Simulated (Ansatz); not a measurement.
# Ge3Bi2: the cost of one run

Method: DFT PBE, scalar-relativistic, plane waves, PAW, unless a step names another level, in Ansatz 0.2.0.

3 further runs of the same task are left out: 2 that didn't finish, 1 set aside as unsound or not needed.

**1. The system as given**

The structure is trigonal, space group R-3m (No. 166). The conventional cell has a = 4.153 Å, b = 4.153 Å, c = 25.701 Å, α = 90.00°, β = 90.00°, γ = 120.00°. Ge (site symmetry 3m) has 3 Ge at 2.64 Å as nearest neighbours. Ge (site symmetry -3m) has 6 Bi at 2.96 Å as nearest neighbours. Bi (site symmetry 3m) is surrounded by 6 Ge at 2.96 to 3.12 Å.

As a file:

```
CELL_PARAMETERS angstrom
2.07637 1.19879 8.56684
-2.07637 1.19879 8.56684
0.00000 -2.39758 8.56684
ATOMIC_POSITIONS crystal
Ge 0.18811 0.18811 0.18811
Ge 0.81189 0.81189 0.81189
Ge 0.00000 0.00000 0.00000
Bi 0.59926 0.59926 0.59926
Bi 0.40074 0.40074 0.40074
```

It came out lowest among 29 distinct ends of the trial cells. At a tolerance of 0.05 Å it has space group R-3m (No. 166).

**2. Tight relaxation for the response runs, on the response runs' mesh and smearing**

input.yaml

```yaml
crystal:
  lattice:
    - [2.0763666255, 1.1987908302, 8.5668377046]
    - [-2.0763666255, 1.1987908302, 8.5668377046]
    - [0.0, -2.3975816604, 8.5668377046]
  atoms:
    - { symbol: Ge, position: [0.188113047, 0.188113047, 0.188113047] }
    - { symbol: Ge, position: [0.811886953, 0.811886953, 0.811886953] }
    - { symbol: Ge, position: [0.0, 0.0, 0.0] }
    - { symbol: Bi, position: [0.5992552815, 0.5992552815, 0.5992552815] }
    - { symbol: Bi, position: [0.4007447185, 0.4007447185, 0.4007447185] }
basis:
  ecutwfc: 420
kpoints:
  mp_grid: { grid: [12, 12, 12] }
hamiltonian:
  xc: pbe
scf:
  occupations: { method: gaussian, width: 0.1 }
output:
  forces: true
  stress: true
  eigenvalues: true
relax:
  adjacent_minimum: "off"
  f_tol: 0.001
  max_steps: 60
  cell: { stress_tol: 0.01 }
```

Run with:

```bash
> ansatz run input.yaml --threads 3 --pin off --max-ram 7680MiB --backend cpu --events-out ev --progress --plain --runs-dir out
```

**Question.** How long does this run take on 3 threads of Arm Neoverse N1, shared host, and how much memory does it need?

About 2.8 min, with a peak of 0.99 GiB.
